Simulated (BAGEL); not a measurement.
**GaNH3Br (SMILES [NH2][GaH][Br]) at HF/6-31G(d) (density fitting with qzvpp-jkfit, spherical functions)**

What is the energy change on altering one bond length of GaNH3Br at HF/6-31G* (density fitting with qzvpp-jkfit, spherical functions)? 

The calculation is run with BAGEL 1.2.2.

5 further runs of the same task are left out: 2 that didn't finish, 3 set aside as unsound or not needed. Runs told in other sessions of the task aren't counted.

## Step 1: The system as given

The species is GaNH3Br (6 atoms), meant as a singlet with charge 0. SMILES: `[NH2][GaH][Br]`. The coordinates come from a PBE0-D4/def2-TZVP relaxation.

Bond lengths: N1–Ga2 1.800 Å, Ga2–Br3 2.293 Å, N1–H4 1.005 Å, N1–H5 1.006 Å, Ga2–H6 1.547 Å. Angles: N1–Ga2–Br3 113.9°, N1–Ga2–H6 125.6°, Br3–Ga2–H6 120.5°, Ga2–N1–H4 124.2°, Ga2–N1–H5 123.0°, H4–N1–H5 112.9°.

## Step 2: A single-point energy at HF/6-31G(d) (density fitting with qzvpp-jkfit, spherical functions)

input.json reads:

```json
{ "bagel": [

{
  "title": "molecule",
  "basis": "6-31gs.json",
  "df_basis": "qzvpp-jkfit",
  "angstrom": true,
  "geometry": [
    { "atom": "N", "xyz": [      -0.577800,       0.217600,      -0.823700 ] },
    { "atom": "Ga", "xyz": [       0.349600,       0.051800,       0.710300 ] },
    { "atom": "Br", "xyz": [       1.605200,      -1.863400,       0.833300 ] },
    { "atom": "H", "xyz": [      -1.177000,       0.995300,      -1.039700 ] },
    { "atom": "H", "xyz": [      -0.547200,      -0.468200,      -1.558400 ] },
    { "atom": "H", "xyz": [       0.347300,       1.066900,       1.878100 ] }
  ]
},

{ "title": "hf" },

{ "title": "print", "file": "orbitals.molden", "orbitals": true }

]}
```

The basis set 6-31G* is read from a file made from the Basis Set Exchange's data (not shown).

Launch:

```
$ BAGEL_NUM_THREADS=1 BAGEL input.json > input.out
```

Log:

```text
* using 1 threads per process

  ===============================================================
  ===============================================================

  *** Geometry ***

  { "atom" : "N", "xyz" : [     -1.091884,      0.411204,     -1.556567 ] },
  { "atom" : "Ga", "xyz" : [      0.660648,      0.097888,      1.342272 ] },
  { "atom" : "Br", "xyz" : [      3.033388,     -3.521316,      1.574709 ] },
  { "atom" : "H", "xyz" : [     -2.224208,      1.880844,     -1.964748 ] },
  { "atom" : "H", "xyz" : [     -1.034058,     -0.884770,     -2.944949 ] },
  { "atom" : "H", "xyz" : [      0.656302,      2.016149,      3.549095 ] },

  Number of auxiliary basis functions:      663

  Since a DF basis is specified, we compute 2- and 3-index integrals:
    o Being stored without compression. Storage requirement is 0.037 GB

  Number of basis functions:       84
  Number of electrons      :       76

    * METHOD: MOLECULE                             0.43

  *** RHF ***

  === Nuclear Repulsion ===
   399.7683083076

      * DIIS with orbital gradients will be used.

  === RHF iteration (6-31gs.json) ===
      0      -4551.15086849          0.01776788           0.15
      1      -4551.26668845          0.01181225           0.13
      2      -4551.33260520          0.00109288           0.13
      3      -4551.33364451          0.00039862           0.13
      4      -4551.33372769          0.00008419           0.13
      5      -4551.33373326          0.00002496           0.13
      6      -4551.33373395          0.00001193           0.13
      7      -4551.33373411          0.00000354           0.13
      8      -4551.33373413          0.00000131           0.13
      9      -4551.33373413          0.00000041           0.13
     10      -4551.33373413          0.00000017           0.13
     11      -4551.33373413          0.00000006           0.13
     12      -4551.33373413          0.00000002           0.14
     13      -4551.33373413          0.00000001           0.13
    * SCF iteration converged.

    * Permanent dipole moment:
           (    0.680485,    -0.800039,     0.340486) a.u.

    * METHOD: HF                                   2.19

    * METHOD: PRINT                                0.02

  ===============================================================
```

Run time: 2.8 s. Hardware: 1 thread of AMD EPYC 9B14 (Zen 4), shared host; peak memory 0.18 GiB.

## Step 3: The distorted shape

job.json reads:

```json
{ "bagel": [

{
  "title": "molecule",
  "basis": "6-31gs.json",
  "df_basis": "qzvpp-jkfit",
  "angstrom": true,
  "geometry": [
    { "atom": "N", "xyz": [   -0.575960,   -0.594499,   -1.757962 ] },
    { "atom": "Ga", "xyz": [    0.351440,   -0.760299,   -0.223962 ] },
    { "atom": "Br", "xyz": [    1.607040,   -2.675499,   -0.100962 ] },
    { "atom": "H", "xyz": [   -1.175160,    0.183201,   -1.973962 ] },
    { "atom": "H", "xyz": [   -0.545360,   -1.280299,   -2.492662 ] },
    { "atom": "H", "xyz": [    0.347300,    1.066900,    1.878100 ] }
  ]
},
{ "title": "hf" },
{ "title": "print", "file": "orbitals.molden", "orbitals": true }

]}
```

The basis set 6-31G* is read from a file made from the Basis Set Exchange's data (not shown).

Launch:

```
$ BAGEL_NUM_THREADS=1 BAGEL job.json > job.out
```

Log:

```text
* using 1 threads per process

  ===============================================================
  ===============================================================

  *** Geometry ***

  { "atom" : "N", "xyz" : [     -1.088407,     -1.123440,     -3.322067 ] },
  { "atom" : "Ga", "xyz" : [      0.664125,     -1.436757,     -0.423227 ] },
  { "atom" : "Br", "xyz" : [      3.036865,     -5.055960,     -0.190791 ] },
  { "atom" : "H", "xyz" : [     -2.220731,      0.346200,     -3.730248 ] },
  { "atom" : "H", "xyz" : [     -1.030581,     -2.419414,     -4.710449 ] },
  { "atom" : "H", "xyz" : [      0.656302,      2.016149,      3.549095 ] },

  Number of auxiliary basis functions:      663

  Since a DF basis is specified, we compute 2- and 3-index integrals:
    o Being stored without compression. Storage requirement is 0.037 GB

  Number of basis functions:       84
  Number of electrons      :       76

    * METHOD: MOLECULE                             0.43

  *** RHF ***

  === Nuclear Repulsion ===
   393.3221560765

      * DIIS with orbital gradients will be used.

  === RHF iteration (6-31gs.json) ===
      0      -4551.02924670          0.01724586           0.15
      1      -4551.14267021          0.01159256           0.13
      2      -4551.20640272          0.00112651           0.14
      3      -4551.20766713          0.00039745           0.13
      4      -4551.20779337          0.00009365           0.13
      5      -4551.20780369          0.00002983           0.14
      6      -4551.20780482          0.00001444           0.13
      7      -4551.20780511          0.00000475           0.13
      8      -4551.20780514          0.00000185           0.13
      9      -4551.20780514          0.00000069           0.13
     10      -4551.20780514          0.00000031           0.13
     11      -4551.20780514          0.00000009           0.13
     12      -4551.20780514          0.00000004           0.13
     13      -4551.20780514          0.00000002           0.15
     14      -4551.20780514          0.00000000           0.14
    * SCF iteration converged.

    * Permanent dipole moment:
           (    0.600894,    -0.053822,     1.054300) a.u.

    * METHOD: HF                                   2.35

    * METHOD: PRINT                                0.02

  ===============================================================
```

It took 3 s on 1 thread of AMD EPYC 9B14 (Zen 4), shared host; peak memory 0.18 GiB.

## Step 4: Summary of results

Level: HF/6-31G* (density fitting with qzvpp-jkfit, spherical functions).

```
                                                          quantity           value
                                         first shape: total energy  -4551.33373 Eh
                                        first shape: dipole moment          2.81 D
                                          first shape: HOMO energy       -10.84 eV
                                          first shape: LUMO energy         1.95 eV
                                        first shape: HOMO–LUMO gap        12.79 eV
                                     distorted shape: total energy  -4551.20781 Eh
                                    distorted shape: dipole moment          3.09 D
                                      distorted shape: HOMO energy        -9.08 eV
                                      distorted shape: LUMO energy        -0.08 eV
                                    distorted shape: HOMO–LUMO gap         9.00 eV
energy change with the Ga2–H6 bond stretched from 1.547 to 2.785 Å        3.427 eV
```

With the Ga2–H6 bond stretched from 1.547 to 2.785 Å the energy rises by 3.43 eV (331 kJ/mol). The first shape isn't relaxed at this level, so the change isn't measured from a minimum. A restricted reference can't describe the breaking bond well at this length.
